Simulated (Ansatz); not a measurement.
Which YAML input does this script hand to the engine? (the Ansatz DFT code, driven from Python)

The script, `na.py`:
```python
"""Single point of Na through the engine session."""

import json
import warnings

import ansatz as az
import numpy as np


def main() -> None:
    warnings.simplefilter("ignore", az.DeckWarning)

    config = {
        "crystal": {
            "lattice": [
                [3.196652, -1.856552, 0.0],
                [3.196652, 1.856552, 0.0],
                [-2.174452, 0.0, 9.364851],
            ],
            "atoms": [
                {"symbol": "Na", "position": [0.0, 0.0, 0.0]},
                {"symbol": "Na", "position": [0.222415, 0.222415, 0.666676]},
                {"symbol": "Na", "position": [0.777585, 0.777585, 0.333324]},
            ],
        },
        "kpoints": {"mp_grid": {"grid": [7, 7, 3]}},
        "hamiltonian": {"xc": "pbesol"},
        "scf": {"occupations": {"method": "gaussian", "width": 0.05}},
        "output": {"stress": True, "eigenvalues": True},
    }

    out = az.Session.from_dict(config).plan().execute()
    report = out.report

    for key in ("converged", "n_iterations", "n_electrons", "n_kpoints", "n_pw", "n_symmetry_ops", "free_energy_ev", "fermi_energy_ev"):
        print(f"{key:18s} {report[key]}")

    fermi = report["fermi_energy_ev"]
    print("levels less the Fermi level (eV) at the first k-points")
    for k, levels in list(zip(report["kpoints_frac"], report["eigenvalues_ev"]))[:3]:
        print("k = ({:.3f}, {:.3f}, {:.3f})".format(*k))
        print("   ", " ".join(f"{e - fermi:.3f}" for e in levels))

    # pressure is a third of the trace
    stress = np.array(report["stress_gpa"])
    print(f"pressure {np.trace(stress) / 3:.3f} GPa")
    print("stress tensor, GPa, positive in compression")
    print(np.round(stress, 3) + 0.0)

    gap = None if "band_edges_ev" not in report else report["band_edges_ev"][1] - report["band_edges_ev"][0]
    print("gap on the k mesh:", "withheld (metal, or smearing too wide to tell)" if gap is None else f"{gap:.3f} eV")
    print("lowest empty less highest filled band, by band count:", round(report["gap_by_band_count_ev"], 3), "eV")

    print("doubts on the final state:", report["published_state_doubts"] or "none")
    print("warnings:", sorted({n["data"]["kind"] for n in out.notices if n["data"].get("severity") in ("warning", "doubt")}) or "none")

    keep = ["free_energy_ev", "energy_sigma0_ev", "fermi_energy_ev", "n_iterations", "converged", "magnetization_mub", "n_kpoints"]
    with open("na.json", "w") as handle:
        json.dump({key: report[key] for key in keep}, handle, indent=1)


if __name__ == "__main__":
    main()
```

```console
$ python na.py
converged          True
n_iterations       7
n_electrons        27.0
n_kpoints          44
n_pw               2163
n_symmetry_ops     4
free_energy_ev     -4427.6205136431745
fermi_energy_ev    1.7230548759583313
levels less the Fermi level (eV) at the first k-points
k = (0.000, 0.000, 0.000)
    -52.725 -52.723 -52.723 -24.815 -24.815 -24.796 -24.796 -24.795 -24.795 -24.793 -24.792 -24.791 -3.279 -1.538 -1.538 3.467 3.468 10.381
k = (0.000, 0.000, 0.333)
    -52.724 -52.724 -52.723 -24.822 -24.804 -24.796 -24.796 -24.795 -24.794 -24.794 -24.793 -24.793 -3.083 -2.498 -0.227 1.484 5.771 8.342
k = (0.000, 0.143, 0.000)
    -52.724 -52.723 -52.723 -24.816 -24.813 -24.801 -24.800 -24.798 -24.797 -24.797 -24.794 -24.792 -2.968 -1.403 -1.072 3.425 4.047 7.272
pressure -0.154 GPa
stress tensor, GPa, positive in compression
[[-0.194  0.    -0.165]
 [ 0.    -0.039  0.   ]
 [-0.165  0.    -0.231]]
gap on the k mesh: withheld (metal, or smearing too wide to tell)
lowest empty less highest filled band, by band count: -4.304 eV
doubts on the final state: none
warnings: none
```

`input.yaml`:
```yaml
crystal:
  lattice:
    - [3.196652, -1.856552, 0.0]
    - [3.196652, 1.856552, 0.0]
    - [-2.174452, 0.0, 9.364851]
  atoms:
    - { symbol: Na, position: [0.0, 0.0, 0.0] }
    - { symbol: Na, position: [0.222415, 0.222415, 0.666676] }
    - { symbol: Na, position: [0.777585, 0.777585, 0.333324] }
kpoints:
  mp_grid: { grid: [7, 7, 3] }
hamiltonian:
  xc: pbesol
scf:
  occupations: { method: gaussian, width: 0.05 }
output:
  stress: true
  eigenvalues: true
```

Launched from the shell:
```console
$ ansatz run input.yaml --threads 1 --pin off --max-ram 3072MiB --backend cpu --events-out ev --progress --plain --runs-dir out
Engine: ansatz 0.2.0, x86_64-unknown-linux-gnu
Pseudopotentials: kind: paw
Pseudopotential: Na, paw, valence charge 9, recommended cutoff 420 eV (normal), Na.paw.azcp
Functional definition: PBEsol
  exchange = pbesol_x
  correlation = pbesol_c
Crystal: 3 atoms, lattice volume = 111.156 Å³
Basis set: ecut = 420 eV, 2163 PW (Γ)
Bands: 18, of which v1, the nominal top of the filled ones, is band 14 counted from 1 (13 counted from 0)
Symmetry: 4 space group operations
Space group: C2/m (ITA 12), of the structure as read, at distance tolerance 4.8e-5 Å
k-points: 44 of 147
Non-local potential: Na, projectors of the file, l = 0: 3, l = 1: 2, l = 2: 1
PAW form: soft (Blöchl's): semilocal exchange-correlation on the pseudo side does not see the compensation charge
PAW frozen core: Na, regenerated for the run's functional, and the local potential with it (the file was generated under x = pbe(κ = 0.804, μ = 0.2195149727645171), c = pbe(β = 0.06672455060314922))
PAW one-centre angular grid: Na, 110 points (default); XC on 64 Gauss nodes
Initial density: superposition of atomic densities (neutral atoms: chi_scale 0, normalization atom), corrected by the library's trained network
Initial wavefunctions: pseudopotential atomic-orbital guess
Functional: x = pbesol(κ = 0.804, μ = 0.12345679012345678), c = pbesol(β = 0.046)
SCF iter   1: F=—  HF=-4427.622844 eV  |F-HF|=—  |Δ(HF+E_count)|=         —  Δρ=1.59e-3  dr2=1.31e-3  ethr=1.77e-3  ⟨swp⟩=4.3  Hψ=3374  notcnv=0
preconditioner: auto → Resta (q_TF=auto, 2.155 Å⁻¹)  ε∞=3.2  [insulator: Δε(μ)=0.060 eV  Ē_g=4.095 eV  σ=0.050 eV  W_gap=0.59  n_scr=22 (ndim 8)  ℏωp=6.1 eV  f_vac=0.000  D(μ)=0.99/eV (n_scr^D=2)  ε∞_Penn≈3.2]
SCF iter   2: F=—  HF=-4427.620539 eV  |F-HF|=—  |Δ(HF+E_count)|=   2.31e-3  Δρ=5.53e-4  dr2=2.18e-4  ethr=4.85e-6  ⟨swp⟩=2.6  Hψ=1736  notcnv=0
SCF iter   3: F=—  HF=-4427.620511 eV  |F-HF|=—  |Δ(HF+E_count)|=   2.81e-5  Δρ=1.56e-4  dr2=2.08e-5  ethr=8.06e-7  ⟨swp⟩=2.0  Hψ=1300  notcnv=0
SCF iter   4: F=—  HF=-4427.620525 eV  |F-HF|=—  |Δ(HF+E_count)|=   1.42e-5  Δρ=1.60e-4  dr2=1.53e-5  ethr=7.72e-8  ⟨swp⟩=2.0  Hψ=1363  notcnv=0
SCF iter   5: F=—  HF=-4427.620516 eV  |F-HF|=—  |Δ(HF+E_count)|=   9.27e-6  Δρ=6.91e-5  dr2=2.26e-6  ethr=5.66e-8  ⟨swp⟩=2.0  Hψ=1151  notcnv=0
SCF iter   6: F=—  HF=-4427.620514 eV  |F-HF|=—  |Δ(HF+E_count)|=   1.91e-6  Δρ=1.60e-5  dr2=1.10e-7  ethr=8.36e-9  ⟨swp⟩=2.0  Hψ=1300  notcnv=0
SCF iter   7: F=-4427.620514 eV  HF=-4427.620514 eV  |F-HF|=3.74e-9  |Δ(HF+E_count)|=   9.17e-8  Δρ=2.42e-6  dr2=3.05e-9  ethr=3.70e-10  ⟨swp⟩=4.8  Hψ=2432  notcnv=0
SCF 1 converged in 7 iterations: F = -4427.620514 eV  dr2 = 3.05e-9
  greatest PAW one-centre occupation: 0.999 electrons in one spin orbital (limit 2), on the Na atom at site 0 (counted from 0), in its partial waves of l = 0
SCF converged after 7 iterations
Free energy (F): -4427.620514 eV
Harris-Foulkes:  -4427.620514 eV  (|F-HF|=3.74e-9)
Internal energy: -4427.619270 eV  (E = F + TS)
E sigma→0 (E₀):  -4427.619892 eV
Entropy (-TS):   -0.001244 eV (-0.415 meV/atom)
Fermi energy:    1.723055 eV
--- Per-component energies (eV) ---
  E_band       = -720.231132
  E_kinetic    = 360.467161
  E_local      = -4328.996375  (includes V_loc(G=0)·N_el)
  E_nonlocal   = 347.578470
  E_hartree    = 1581.935340
  E_xc         = -112.904317
  E_vxc        = -145.931131  (∫ρ·V_xc dr)
  E_paw        = -760.360405  (= ΣΔE_a)
  E_vpaw       = -117.216762  (= ΣTr[D̂ρ^β])
  E_aug_tail   = -0.000067  (compensation charges beyond the density's cutoff)
  E_ewald      = -1515.503158
  E_core_change = 0.164081  (= ΣΔE_core)
  E_smearing   = -0.001244  (= −TS)
  E_closure    = -0.000000  (closes the sum)
  Σ components = -4427.620514   (vs F -4427.620514, Δ=0.00e0)
--- Stress (GPa, compression-positive) ---
       -0.193591      -0.000000      -0.164970
       -0.000000      -0.038589      -0.000000
       -0.164970      -0.000000      -0.231034
  P = ⅓ Tr σ = -0.1544 GPa (-1.544 kbar)
--- Band table (eV; the first three rows and the last of 44) ---
  k-point 0: bands = ["-51.0015", "-51.0004", "-51.0004", "-23.0923", "-23.0923", "-23.0726", "-23.0725", "-23.0723", "-23.0721", "-23.0696", "-23.0691", "-23.0678", "-1.5560", "0.1853", "0.1855", "5.1898", "5.1906", "12.1042"]
  k-point 1: bands = ["-51.0014", "-51.0009", "-51.0000", "-23.0994", "-23.0814", "-23.0734", "-23.0731", "-23.0717", "-23.0712", "-23.0708", "-23.0699", "-23.0696", "-1.3596", "-0.7750", "1.4962", "3.2070", "7.4944", "10.0652"]
  k-point 2: bands = ["-51.0012", "-51.0002", "-51.0001", "-23.0927", "-23.0903", "-23.0777", "-23.0766", "-23.0751", "-23.0741", "-23.0738", "-23.0705", "-23.0685", "-1.2454", "0.3202", "0.6512", "5.1482", "5.7704", "8.9947"]
  k-point 43: bands = ["-50.9994", "-50.9992", "-50.9991", "-23.1035", "-23.1020", "-23.0993", "-23.0855", "-23.0841", "-23.0806", "-23.0792", "-23.0769", "-23.0746", "2.2923", "2.5152", "3.0313", "3.9969", "4.0637", "5.1710"]
```

Total energies depend on the potentials; only differences at equal settings carry meaning. A total without «per atom» is that of the cell as typed. The computed bands are complete only to about 2.9 eV above the Fermi level. The mesh is modest for a metal, so energies can be off by several to tens of meV an atom and pressures by half a GPa or more; differences at equal mesh fare better. An absolute Fermi energy rests on an arbitrary zero of the periodic potential and has no direct meaning. A gap by band count of zero or less means overlapping bands, a metal, and at an odd count of electrons it is no gap at all. This isn't the structure that Na takes at ambient conditions. Levels are Kohn-Sham eigenvalues on this mesh. Timing: 1 s on 1 thread of AMD EPYC 9R05 (Zen 5), on a shared host, peak memory 0.4 GiB.

(Lines on the test bed's own set-up are left out of the output.)
